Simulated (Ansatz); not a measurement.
Runs of Ansatz 0.2.0 on NbSi. It takes space group Fm-3m (No. 225, cubic). Conventional cell: a = 5.148 Å, b = 5.148 Å, c = 5.148 Å, α = 90.00°, β = 90.00°, γ = 90.00°. Nb (site symmetry m-3m) is surrounded by 6 Si at 2.57 Å. Si (site symmetry m-3m) has 6 Nb at 2.57 Å as nearest neighbours. The cell was built by a generator and needn't be a form met in nature.

```tsv
level	gap on the mesh (eV)	pressure (GPa)	relaxed volume (Å³/atom)
PBEsol	none	0.0	(a)
PBEsol+D3(BJ)	none	0.0	16.01
PBEsol+D4	none	0.0	16.35
PBEsol+D3(BJ)-ATM	none	0.0	16.10
```

Alike in all rows: task relaxation of cell and atoms; potentials or basis Ansatz PAW; no spin polarisation; cell relaxed; k mesh 9 × 9 × 9; cutoff (eV) 420; smearing fermi-dirac 0.05 eV.

Q: Estimate the missing entries.

A: (a) 16.57.

Caveats: the plane-wave basis is chosen anew once the cell has moved, so the energies of steps on either side of that aren't comparable; the PAW data sets come from PBE, with cores solved anew for the run's functional, which leaves a small shift of forces and pressure; pairwise dispersion overbinds metals, which lowers pressure and volume (some runs).

A k mesh can miss the band edges, and the runs leave out spin-orbit coupling on Nb.

A gap of «none» marks a metal or a gap under the smearing width.
